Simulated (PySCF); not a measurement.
# SiAs: the SCF solver's settings

Do solver options change the result for SiAs, or only the number of cycles?

Program: PySCF 2.14.0. Level of theory: method and basis as typed in the scripts. These are calculated values, not measurements.

2 further runs of the same task are left out: 2 that didn't finish.

## Step 1: Starting geometry

SiAs: 2 atoms, charge 0, spin multiplicity 2.

No contacts short enough for the rule that draws bonds.

## Step 2: The run that the others are compared with

The input, input.py:

```python
from pyscf import gto, scf
from pyscf.geomopt.geometric_solver import optimize

mol = gto.M(
    atom='Si 0 0 0; As 0 0 2.633',
    basis='x2c-svpall',
    charge=0,
    spin=1,
    verbose=4,
)
mf = scf.UHF(mol)
mf = mf.sfx2c1e()
mf = mf.newton()
mf.kernel()
mol_eq = optimize(mf, maxsteps=30)
print('optimised geometry (angstrom)')
print(mol_eq.tostring('raw'))
print('orbital energies (hartree):', [e[max(0, n-3):n+3].round(4) for e, n in zip(mf.mo_energy, mol.nelec)])
```

Launch:

```
> OMP_NUM_THREADS=1 python input.py
```

Its log is not repeated here.

Base result: at the starting geometry E(SCF) = -2548.007784 Eh, 4 macro-iterations, ⟨S²⟩ = 1.689, optimised bond 2.248 Å in 7 steps; the optimisation lowers the energy by 0.438 eV.

⟨S²⟩ = 1.69 against 0.75 for a pure state: the determinant is spin-contaminated.

## Step 3: DIIS space 4

Edit 1 changes DIIS space: default → 4.

The input, input.py:

```python
from pyscf import gto, scf
from pyscf.geomopt.geometric_solver import optimize

mol = gto.M(
    atom='Si 0 0 0; As 0 0 2.633',
    basis='x2c-svpall',
    charge=0,
    spin=1,
    verbose=4,
)
mf = scf.UHF(mol)
mf = mf.sfx2c1e()
mf.diis_space = 4
mf = mf.newton()
mf.kernel()
mol_eq = optimize(mf, maxsteps=30)
print('optimised geometry (angstrom)')
print(mol_eq.tostring('raw'))
print('orbital energies (hartree):', [e[max(0, n-3):n+3].round(4) for e, n in zip(mf.mo_energy, mol.nelec)])
```

Launch:

```
> OMP_NUM_THREADS=1 python input.py
```

## Step 4: Damping 0.95

Edit 2 changes damping: none → 0.95.

Changes to input.py since step 2:

```diff
@@ -12,2 +12,4 @@
 mf = mf.sfx2c1e()
+mf.damp = 0.95
+mf.diis_start_cycle = 8
 mf = mf.newton()
```

## Step 5: Damping 0.5

Edit 3 changes damping: none → 0.5.

Changes to input.py since step 2:

```diff
@@ -12,2 +12,4 @@
 mf = mf.sfx2c1e()
+mf.damp = 0.5
+mf.diis_start_cycle = 8
 mf = mf.newton()
```

What does the calculation give? Wanted: for each run, E(SCF); from base; gap, α spin; after the SCF.

The runs gave:

```tsv
run	E(SCF) (hartree)	from base (eV)	cycles	gap, α spin (eV)	after the SCF
base	-2548.007784	0	4 macro	9.12	bond 2.248 Å, -0.438 eV
DIIS space 4	-2548.007784	0.0000	4 macro	9.12	bond 2.248 Å, -0.438 eV
damping 0.95	-2548.007784	0.0000	4 macro	9.12	bond 2.248 Å, -0.438 eV
damping 0.5	-2548.007784	0.0000	4 macro	9.12	bond 2.248 Å, -0.438 eV
```

SCF columns refer to the geometry typed in the script.

Distance from each run's final energy (log10 hartree) by cycle:

```tsv
run	cycle 1	cycle 2	cycle 3	cycle 5	cycle 8	cycle 12
base	-2.0	-6.3	< -11	done	done	done
DIIS space 4	-2.0	-6.3	< -11	done	done	done
damping 0.95	-2.0	-6.3	< -11	done	done	done
damping 0.5	-2.0	-6.3	< -11	done	done	done
```

In words: The SCF energy stays the same, to the digits that matter, with DIIS space 4 or damping 0.95 or damping 0.5. The cycles with DIIS space 4 or damping 0.95 or damping 0.5 repeat those of the base digit for digit, so the setting never acted.
